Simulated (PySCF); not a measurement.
**A gas-phase reaction: ClH4NSi + BH3 → BClH5NSi + H2**

Aim: the reaction energy of `N[SiH2]Cl` + `B` → `BN[SiH2]Cl` + `[H][H]`.

Computed with PySCF 2.14.0; each step states its level. No surroundings beyond the atoms listed, unless a continuum is named. Atoms count from 0, parts from 1.

## Step 1: The system as given

Each species was relaxed by itself at PBE0-D3(BJ)/def2-SVPD.

## Step 2: Energies of the species: wB97M-D3(BJ)/def2-TZVPD

Job settings and geometry (Å):

```
{"job": {"kind": "react", "xc": "wB97M-D3(BJ)", "basis": "def2-TZVPD"}, "charge": 0, "multiplicity": 1}
-1 ClH4NSi charge 0 multiplicity 1
N      0.484540     0.870910    -0.520450
Si    -0.138240    -0.511800     0.281860
Cl    -2.182900    -0.864610    -0.040800
H      0.648940     0.870020    -1.518330
H      0.290190     1.801540    -0.175070
H      0.555980    -1.717340    -0.233430
H      0.004130    -0.313180     1.745170

-1 BH3 charge 0 multiplicity 1
B      0.000840    -0.000210     0.001160
H      0.035720     0.420400     1.128810
H      0.933580     0.181430    -0.738250
H     -0.966930    -0.602150    -0.387210

+1 BClH5NSi charge 0 multiplicity 1
B     -1.336700    -0.187550    -0.321230
N     -0.115060    -0.685390     0.149680
Si     1.299820     0.335160     0.318890
Cl     2.827910    -0.876200     1.038880
H     -1.397090     0.986300    -0.613900
H     -2.294730    -0.910380    -0.429910
H     -0.035390    -1.664600     0.401400
H      1.731560     0.883380    -0.991370
H      1.071000     1.418160     1.308100

+1 H2 charge 0 multiplicity 1
H      0.379890    -0.009850    -0.014820
H     -0.379890     0.009850     0.014820
```

Method: wB97M-D3(BJ)/def2-TZVPD reaction energy of separated species, gas phase.

On the command line:

```sh
OMP_NUM_THREADS=1 python cluster_run.py task.json out
```

One launch serves the whole session: the jobs run in the order shown.

Output:

```text
species 1 (ClH4NSi)
coarse grid: 27736 points
cycle   1  E = -807.0392426712  dE =  5.546e-02  |g| = 3.970e-01  |ddm| = 1.834e+00
cycle   2  E = -807.0587657211  dE = -1.952e-02  |g| = 3.341e-01  |ddm| = 5.082e-01
cycle   3  E = -807.0805124213  dE = -2.175e-02  |g| = 3.496e-02  |ddm| = 2.278e-01
cycle   4  E = -807.0807970486  dE = -2.846e-04  |g| = 1.905e-02  |ddm| = 4.673e-02
cycle   5  E = -807.0808783278  dE = -8.128e-05  |g| = 3.278e-03  |ddm| = 1.680e-02
cycle   6  E = -807.0808832663  dE = -4.938e-06  |g| = 5.592e-04  |ddm| = 7.500e-03
final grid: 56152 points
cycle   7  E = -807.0808273198  dE = -2.311e-07  |g| = 2.910e-04  |ddm| = 2.724e-03
cycle   8  E = -807.0808273483  dE = -2.847e-08  |g| = 2.483e-04  |ddm| = 7.485e-04
cycle   9  E = -807.0808273618  dE = -1.356e-08  |g| = 4.676e-05  |ddm| = 1.577e-04
cycle  10  E = -807.0808273636  dE = -1.767e-09  |g| = 2.120e-05  |ddm| = 1.781e-04
cycle  11  E = -807.0808273638  dE = -1.630e-10  |g| = 3.480e-06  |ddm| = 4.154e-05
converged SCF energy = -807.0808273638

species 2 (BH3)
coarse grid: 12600 points
cycle   1  E = -26.6116421037  dE = -2.473e-01  |g| = 9.645e-02  |ddm| = 1.124e+00
cycle   2  E = -26.6159498413  dE = -4.308e-03  |g| = 2.770e-02  |ddm| = 1.104e-01
cycle   3  E = -26.6162755989  dE = -3.258e-04  |g| = 8.166e-03  |ddm| = 3.407e-02
cycle   4  E = -26.6163098029  dE = -3.420e-05  |g| = 8.494e-04  |ddm| = 1.283e-02
cycle   5  E = -26.6163104014  dE = -5.985e-07  |g| = 1.190e-04  |ddm| = 1.680e-03
final grid: 27328 points
cycle   6  E = -26.6163030230  dE = -1.935e-08  |g| = 4.571e-05  |ddm| = 5.743e-04
cycle   7  E = -26.6163030244  dE = -1.387e-09  |g| = 1.320e-05  |ddm| = 9.435e-05
cycle   8  E = -26.6163030246  dE = -1.480e-10  |g| = 4.391e-06  |ddm| = 2.312e-05
converged SCF energy = -26.6163030246

species 3 (BClH5NSi)
coarse grid: 35392 points
cycle   1  E = -832.5247141647  dE =  2.032e-01  |g| = 4.011e-01  |ddm| = 2.154e+00
cycle   2  E = -832.5478116906  dE = -2.310e-02  |g| = 3.297e-01  |ddm| = 6.636e-01
cycle   3  E = -832.5691716116  dE = -2.136e-02  |g| = 4.098e-02  |ddm| = 2.417e-01
cycle   4  E = -832.5695693031  dE = -3.977e-04  |g| = 2.487e-02  |ddm| = 5.979e-02
cycle   5  E = -832.5697105870  dE = -1.413e-04  |g| = 3.503e-03  |ddm| = 2.195e-02
cycle   6  E = -832.5697159106  dE = -5.324e-06  |g| = 6.506e-04  |ddm| = 7.524e-03
final grid: 72736 points
cycle   7  E = -832.5696621940  dE = -2.729e-07  |g| = 3.334e-04  |ddm| = 5.024e-03
cycle   8  E = -832.5696622253  dE = -3.138e-08  |g| = 3.225e-04  |ddm| = 6.983e-04
cycle   9  E = -832.5696622461  dE = -2.076e-08  |g| = 5.043e-05  |ddm| = 1.998e-04
cycle  10  E = -832.5696622487  dE = -2.588e-09  |g| = 2.544e-05  |ddm| = 1.664e-04
cycle  11  E = -832.5696622489  dE = -2.472e-10  |g| = 4.405e-06  |ddm| = 4.663e-05
converged SCF energy = -832.5696622489

species 4 (H2)
coarse grid: 4944 points
cycle   1  E = -1.1694180448  dE = -2.751e-01  |g| = 9.864e-03  |ddm| = 4.504e-01
cycle   2  E = -1.1694522879  dE = -3.424e-05  |g| = 1.161e-03  |ddm| = 9.676e-03
cycle   3  E = -1.1694529702  dE = -6.822e-07  |g| = 1.815e-04  |ddm| = 1.918e-03
final grid: 10744 points
cycle   4  E = -1.1694517851  dE = -2.402e-08  |g| = 4.110e-05  |ddm| = 3.867e-04
cycle   5  E = -1.1694517864  dE = -1.267e-09  |g| = 9.619e-06  |ddm| = 9.166e-05
cycle   6  E = -1.1694517865  dE = -7.512e-11  |g| = 3.020e-07  |ddm| = 2.869e-05
converged SCF energy = -1.1694517865

Reaction energy = -27.329 kcal/mol
```

Run time: 20 s. Hardware: 1 thread of Arm Neoverse V2, shared host; peak memory 0.75 GiB.

Species by species (with the dispersion term, which the log's SCF energies lack):

| ν | species | energy (Eh) | HOMO (eV) |
| --- | --- | --- | --- |
| -1 | N[SiH2]Cl | -807.08741 | -10.48 |
| -1 | B | -26.61783 | -12.37 |
| +1 | BN[SiH2]Cl | -832.57913 | -11.07 |
| +1 | [H][H] | -1.16967 | -14.48 |

## Step 3: Energies of the species: PBE0-D3(BJ)/def2-TZVPD

Settings changed since step 2:

```diff
@@ -1,2 +1,2 @@
-{"job": {"kind": "react", "xc": "wB97M-D3(BJ)", "basis": "def2-TZVPD"}, "charge": 0, "multiplicity": 1}
+{"job": {"kind": "react", "xc": "PBE0", "basis": "def2-TZVPD", "disp": "d3bj"}, "charge": 0, "multiplicity": 1}
 -1 ClH4NSi charge 0 multiplicity 1
```

Level: PBE0-D3(BJ)/def2-TZVPD reaction energy of separated species, gas phase.

Output:

```text
species 1 (ClH4NSi)
coarse grid: 6792 points
cycle   1  E = -806.6033998236  dE =  6.140e-02  |g| = 4.305e-01  |ddm| = 1.902e+00
cycle   2  E = -806.5770661008  dE =  2.633e-02  |g| = 5.610e-01  |ddm| = 6.363e-01
cycle   3  E = -806.6431252890  dE = -6.606e-02  |g| = 5.456e-02  |ddm| = 3.561e-01
cycle   4  E = -806.6437271010  dE = -6.018e-04  |g| = 2.543e-02  |ddm| = 6.196e-02
cycle   5  E = -806.6438573908  dE = -1.303e-04  |g| = 3.390e-03  |ddm| = 2.088e-02
cycle   6  E = -806.6438598669  dE = -2.476e-06  |g| = 1.540e-03  |ddm| = 3.950e-03
final grid: 56152 points
cycle   7  E = -806.6400244556  dE = -1.690e-05  |g| = 6.039e-03  |ddm| = 2.671e-02
cycle   8  E = -806.6400185073  dE =  5.948e-06  |g| = 7.965e-03  |ddm| = 7.886e-03
cycle   9  E = -806.6400312148  dE = -1.271e-05  |g| = 6.520e-04  |ddm| = 4.599e-03
cycle  10  E = -806.6400312926  dE = -7.781e-08  |g| = 1.673e-04  |ddm| = 5.710e-04
cycle  11  E = -806.6400312996  dE = -6.990e-09  |g| = 3.875e-05  |ddm| = 1.565e-04
cycle  12  E = -806.6400313000  dE = -4.222e-10  |g| = 9.548e-06  |ddm| = 3.241e-05
converged SCF energy = -806.6400313000

species 2 (BH3)
coarse grid: 2952 points
cycle   1  E = -26.5640249764  dE = -2.475e-01  |g| = 8.207e-02  |ddm| = 1.102e+00
cycle   2  E = -26.5663869139  dE = -2.362e-03  |g| = 2.618e-02  |ddm| = 1.220e-01
cycle   3  E = -26.5666091927  dE = -2.223e-04  |g| = 1.029e-02  |ddm| = 3.109e-02
cycle   4  E = -26.5666444025  dE = -3.521e-05  |g| = 4.261e-04  |ddm| = 8.933e-03
cycle   5  E = -26.5666444704  dE = -6.787e-08  |g| = 1.343e-05  |ddm| = 6.941e-04
final grid: 27328 points
cycle   6  E = -26.5657313830  dE = -9.770e-06  |g| = 2.071e-03  |ddm| = 1.698e-02
cycle   7  E = -26.5657321279  dE = -7.449e-07  |g| = 1.292e-03  |ddm| = 2.582e-03
cycle   8  E = -26.5657326705  dE = -5.426e-07  |g| = 3.162e-05  |ddm| = 1.118e-03
cycle   9  E = -26.5657326709  dE = -3.816e-10  |g| = 3.535e-06  |ddm| = 3.492e-05
converged SCF energy = -26.5657326709

species 3 (BClH5NSi)
coarse grid: 8496 points
cycle   1  E = -832.0467277723  dE =  1.252e-01  |g| = 4.048e-01  |ddm| = 2.304e+00
cycle   2  E = -832.0303043721  dE =  1.642e-02  |g| = 4.998e-01  |ddm| = 6.971e-01
cycle   3  E = -832.0834561196  dE = -5.315e-02  |g| = 6.644e-02  |ddm| = 3.588e-01
cycle   4  E = -832.0842847143  dE = -8.286e-04  |g| = 3.073e-02  |ddm| = 6.605e-02
cycle   5  E = -832.0844933379  dE = -2.086e-04  |g| = 4.891e-03  |ddm| = 2.279e-02
cycle   6  E = -832.0844989526  dE = -5.615e-06  |g| = 1.562e-03  |ddm| = 5.267e-03
final grid: 72736 points
cycle   7  E = -832.0807149791  dE = -2.789e-05  |g| = 5.856e-03  |ddm| = 9.112e-02
cycle   8  E = -832.0807097622  dE =  5.217e-06  |g| = 7.552e-03  |ddm| = 9.137e-03
cycle   9  E = -832.0807214228  dE = -1.166e-05  |g| = 9.257e-04  |ddm| = 4.748e-03
cycle  10  E = -832.0807215950  dE = -1.722e-07  |g| = 2.347e-04  |ddm| = 7.168e-04
cycle  11  E = -832.0807216091  dE = -1.407e-08  |g| = 4.154e-05  |ddm| = 2.252e-04
cycle  12  E = -832.0807216096  dE = -4.773e-10  |g| = 1.133e-05  |ddm| = 4.993e-05
converged SCF energy = -832.0807216096

species 4 (H2)
coarse grid: 1240 points
cycle   1  E = -1.1670629815  dE = -2.327e-01  |g| = 2.266e-02  |ddm| = 4.588e-01
cycle   2  E = -1.1672504114  dE = -1.874e-04  |g| = 3.233e-03  |ddm| = 1.896e-02
cycle   3  E = -1.1672548670  dE = -4.456e-06  |g| = 9.769e-05  |ddm| = 2.761e-03
final grid: 10744 points
cycle   4  E = -1.1681369418  dE = -1.923e-06  |g| = 2.734e-04  |ddm| = 1.565e-03
cycle   5  E = -1.1681369700  dE = -2.819e-08  |g| = 3.984e-05  |ddm| = 2.444e-04
cycle   6  E = -1.1681369706  dE = -6.298e-10  |g| = 1.252e-06  |ddm| = 3.096e-05
converged SCF energy = -1.1681369706

Reaction energy = -27.922 kcal/mol
```

It took 9.1 s on 1 thread of Arm Neoverse V2, shared host; peak memory 0.61 GiB.

Reaction energy at this level: -27.92 kcal/mol.

## Step 4: Comparing the runs

Energies in kcal/mol, with wall time:

| run | reaction | time |
| --- | --- | --- |
| wB97M-D3(BJ)/def2-TZVPD | -27.33 | 20 s |
| PBE0-D3(BJ)/def2-TZVPD | -27.92 | 9.1 s |

## Step 5: Summary of results

```
                                                quantity                      value
               reaction energy (wB97M-D3(BJ)/def2-TZVPD)            -27.33 kcal/mol
                     ΔH, ΔG at 298 K (xTB thermal terms)      -30.0, -27.8 kcal/mol
range of the reaction energy over the runs of this table  -27.92 to -27.33 kcal/mol
```

The reaction is exothermic by 30.0 kcal/mol in the gas phase; dispersion gives -0.98, and xTB itself gave -15.79 for the electronic energy (xTB energies and thermal terms come from the earlier relaxation of each species, not shown). No barrier was sought. xTB and this level differ widely in the electronic energy, so what comes from xTB (the thermal terms above all) is less safe here. The reaction energy runs from -27.92 (PBE0-D3(BJ)/def2-TZVPD) to -27.33 kcal/mol (wB97M-D3(BJ)/def2-TZVPD).
